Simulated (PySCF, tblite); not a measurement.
# C₅H₆ClNSi: geometry, infrared bands and NMR shifts

Wanted: the infrared bands and NMR shifts of C₅H₆ClNSi (`N#C[C@@]1([SiH3])C=C(Cl)C1`), by calculation.

Computed with tblite 0.8.0 and PySCF 2.14.0, with density-fitted response routines of our own, on a single molecule in the gas phase. Atoms are numbered from 0 throughout.

### Step 1. The starting structure

14 atoms, charge 0, multiplicity 1; geometry from: force field or distance geometry start.

Bonds of the start (Å): N0–C1 1.16, C1–C2 1.45, C2–Si3 1.94, C2–C4 1.52, C4–C5 1.35, C5–Cl6 1.77, C5–C7 1.51, C7–C2 1.55, Si3–H8 1.49, Si3–H9 1.48, Si3–H10 1.48, C4–H11 1.08, C7–H12 1.09, C7–H13 1.10.

### Step 2. Optimising the geometry with GFN2-xTB

What the job is given:

```
{"job": {"kind": "relax", "xc": "GFN2-xTB", "basis": "xTB"}, "charge": 0, "multiplicity": 1}
N     -1.441000    -2.644500    -0.286300
C     -0.926300    -1.611900    -0.163900
C     -0.247000    -0.346200     0.000200
Si    -1.529700     1.090600    -0.229000
C      0.608500    -0.238700     1.250700
C      1.749900    -0.088000     0.548500
Cl     3.440900     0.128300     1.031000
C      1.068500    -0.164000    -0.793200
H     -2.602300     1.004600     0.800200
H     -0.864800     2.402000    -0.072900
H     -2.140100     1.043000    -1.577000
H      0.385700    -0.281000     2.309300
H      1.346100    -1.022100    -1.413100
H      1.150900     0.727400    -1.426600
```

Started as:

```bash
$ OMP_NUM_THREADS=1 python probes_run.py task.json out
```

One launch serves the whole session: the jobs run in the order shown.

**Question.** This job is followed by: GFN2-xTB harmonic vibrations, gas phase; GIAO PBE0/pcSseg-1 NMR shielding, non-relativistic, gas phase. What will the session give for the following? strongest single infrared mode (GFN2-xTB); zero-point energy (GFN2-xTB); 13C shifts against TMS (PBE0/pcSseg-1); 1H shifts against TMS (PBE0/pcSseg-1, means over atoms taken as alike); 15N shifts against NH3 (PBE0/pcSseg-1); 29Si shifts against TMS (PBE0/pcSseg-1); 35Cl shifts against HCl (PBE0/pcSseg-1).

As calculated:

| quantity | value |
| --- | --- |
| strongest single infrared mode (GFN2-xTB) | 780 cm⁻¹, 373 km/mol |
| zero-point energy (GFN2-xTB) | 55.6 kcal/mol |
| 13C shifts against TMS (PBE0/pcSseg-1) | 146.2, 140.8, 124.0, 49.3, 19.9 ppm |
| 1H shifts against TMS (PBE0/pcSseg-1, means over atoms taken as alike) | 6.05, 4.11, 3.19, 2.89 ppm |
| 15N shifts against NH3 (PBE0/pcSseg-1) | 302.3 ppm |
| 29Si shifts against TMS (PBE0/pcSseg-1) | -54.5 ppm |
| 35Cl shifts against HCl (PBE0/pcSseg-1) | 258 ppm |

The optimisation took 41 steps and gained 0.159 eV; among the close pairs (by a distance rule), C5–Cl6 changed most, from 1.772 to 1.706 Å. No mode is imaginary among the 36: a minimum at this level. The strongest single mode, at 780 cm⁻¹, has its largest shares on H9, H10 and H8 (the list is cut at 3 atoms). GFN2-xTB is a fitted tight-binding method: band positions and strengths are rough. Its intensities can rank the bands wrongly. The most deshielded hydrogen is H11 (hydrogen on an alkene CH), at 6.05 ppm: attached to an sp2 carbon and in the plane of the double bond. At PBE0/pcSseg-1: Shielding is most anisotropic at Cl6 (span 512 ppm, paramagnetic term -454 ppm).
